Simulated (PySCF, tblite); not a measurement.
# C₄H₈FSSi₂ radical: geometry, infrared bands and EPR parameters

Wanted: the infrared bands and EPR parameters of C₄H₈FSSi₂ radical (`C=C1C[C](S[SiH3])[Si@@H]1F`), by calculation.

The runs use tblite 0.8.0 and PySCF 2.14.0, with density-fitted response routines of our own; the level of theory stands in each step. All values are computed, except where a source is named. Atoms are numbered from 0 throughout.

### Step 1. Starting geometry

16 atoms, charge 0, multiplicity 2; geometry from: force field or distance geometry start.

Bonds of the start (Å): C0–C1 1.33, C1–C2 1.56, C2–C3 1.49, C3–S4 1.70, S4–Si5 2.15, C3–Si6 1.78, Si6–F7 1.60, Si6–C1 1.85, C0–H8 1.09, C0–H9 1.09, C2–H10 1.11, C2–H11 1.10, Si5–H12 1.48, Si5–H13 1.48, Si5–H14 1.49, Si6–H15 1.47.

### Step 2. Geometry optimisation with GFN2-xTB

Job settings and geometry (Å):

```
{"job": {"kind": "relax", "xc": "GFN2-xTB", "basis": "xTB"}, "charge": 0, "multiplicity": 2}
C     -3.100800     0.029000     0.698200
C     -1.852300    -0.034800     0.249600
C     -0.913500    -1.249400    -0.015700
C      0.307100    -0.419900    -0.241900
S      1.671100    -0.938000    -1.118800
Si     3.333500     0.129100    -0.265700
Si    -0.522500     1.151000    -0.248800
F     -0.052100     2.066400     0.979800
H     -3.657900    -0.876600     0.928900
H     -3.606000     0.987600     0.846900
H     -1.200900    -1.853800    -0.895800
H     -0.806700    -1.946100     0.823500
H      4.577600    -0.264900    -0.957500
H      3.431500    -0.203300     1.177400
H      3.088300     1.591400    -0.439700
H     -0.704100     1.841300    -1.531900
```

On the command line:

```sh
OMP_NUM_THREADS=1 python probes_run.py task.json out
```

The driver reads the jobs from task.json and runs them one after another.

**Question.** This job is followed by: GFN2-xTB harmonic vibrations, gas phase; UKS B3LYP, pcH-1 on C F H S Si, non-relativistic, mean-field spin-orbit, GIAO. What will the session give for the following? strongest single infrared mode (GFN2-xTB); zero-point energy (GFN2-xTB); g(iso) (B3LYP); ⟨S²⟩; largest a(iso) (averaged by class); potential on the surface of density 0.002 e/bohr³, 1st and 99th percentile.

As calculated:

| quantity | value |
| --- | --- |
| strongest single infrared mode (GFN2-xTB) | 2318 cm⁻¹, 488 km/mol |
| zero-point energy (GFN2-xTB) | 63.0 kcal/mol |
| g(iso) (B3LYP) | 2.00504 |
| ⟨S²⟩ | 0.754 (exact 0.75) |
| largest a(iso) (averaged by class) | 1H on H11, 95.5 MHz |
| potential on the surface of density 0.002 e/bohr³, 1st and 99th percentile | -1.13 V and 1.57 V |

What this shows: Over 123 steps the energy fell by 0.480 eV; of the close pairs, C3–Si6 changed most, 1.777 to 1.858 Å. No mode is imaginary among the 42: a minimum at this level. The strongest single mode, at 2318 cm⁻¹, moves mainly H15. GFN2-xTB is a fitted tight-binding method: band positions and strengths are rough. Its intensities can rank the bands wrongly. Most of the unpaired spin sits on C3 (0.73 e). The isotropic g lies 2.7 ppt above the free-electron value. These values are for one conformer; the search (at its own cheap level) found 2 more, at 0.00, 1.49 kcal/mol (those within 0.05 may be mirror or relabelled copies), and measured spectra average over such forms.
